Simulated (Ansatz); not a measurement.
# H3PtC3: one candidate of a structure search

Where does this trial cell of H3PtC3 go when cell and atoms are let free?

Computed with Ansatz 0.2.0 (DFT PBE, scalar-relativistic, plane waves, PAW, unless a step's input says otherwise).

**1. Starting point**

It takes space group Pm-3m (No. 221, cubic). The conventional cell has a = 4.333 Å, b = 4.333 Å, c = 4.333 Å, α = 90.00°, β = 90.00°, γ = 90.00°. H (site symmetry 4/mmm) is surrounded by 4 C at 2.17 Å. Pt (site symmetry m-3m) is surrounded by 6 C at 2.17 Å. C (site symmetry 4/mmm) has 4 H at 2.17 Å and 2 Pt at 2.17 Å as nearest neighbours.

Coordinates:

```xyz
7
Lattice="4.3330 0.0000 0.0000 0.0000 4.3330 0.0000 0.0000 0.0000 4.3330" Properties=species:S:1:pos:R:3 pbc="T T T"
H     2.1665    0.0000    0.0000
H     0.0000    2.1665    0.0000
H     0.0000    0.0000    2.1665
Pt    2.1665    2.1665    2.1665
C     2.1665    2.1665    0.0000
C     0.0000    2.1665    2.1665
C     2.1665    0.0000    2.1665
```

The cell is invented: species swapped into a database cell of La3GaBr3 (Pm-3m, No. 221), with C on the La sites, Pt on the Ga sites and H on the Br sites. Its size is a rough estimate.

**2. Probe: one point on a coarse mesh**

File input.yaml:

```yaml
crystal:
  lattice:
    - [4.33302923, 0.0, 0.0]
    - [0.0, 4.33302923, 0.0]
    - [0.0, 0.0, 4.33302923]
  atoms:
    - { symbol: H, position: [0.5, 0.0, 0.0] }
    - { symbol: H, position: [0.0, 0.5, 0.0] }
    - { symbol: H, position: [0.0, 0.0, 0.5] }
    - { symbol: Pt, position: [0.5, 0.5, 0.5] }
    - { symbol: C, position: [0.5, 0.5, 0.0] }
    - { symbol: C, position: [0.0, 0.5, 0.5] }
    - { symbol: C, position: [0.5, 0.0, 0.5] }
basis:
  ecutwfc: 420
kpoints:
  mp_grid: { grid: [4, 4, 4] }
hamiltonian:
  xc: pbe
scf:
  occupations: { method: gaussian, width: 0.1 }
  lower_state_search: "off"
output:
  forces: true
  stress: true
  eigenvalues: true
```

Started as:

```bash
ansatz run input.yaml --threads 1 --pin off --max-ram 2048MiB --backend cpu --events-out ev --progress --plain --runs-dir out
```

Further runs follow: a loose first relaxation; relaxation on the finer mesh.

What does the calculation give? Wanted: conventional cell; volume; energy over the elements; gap on the mesh.

As calculated:

| quantity | value |
| --- | --- |
| symmetry at the end (tolerance 0.05 Å) | space group Pm-3m (No. 221) |
| conventional cell | a = 3.995 Å, b = 3.995 Å, c = 3.995 Å, α = 90.00°, β = 90.00°, γ = 90.00° |
| volume | 9.11 Å³/atom |
| energy over the elements (uncorrected; H, N, O, F and Cl as molecules) | +2.03 eV/atom |
| gap on the mesh | none (metal) |

In words: The space group Pm-3m (No. 221) is kept, and the volume per atom shrinks by 21.6 % from the first guess. With a positive formation energy it can't be a ground state. No finished test with a distortion of lower symmetry is shown, so the end may be a saddle point. The runs treat Pt without spin-orbit coupling.
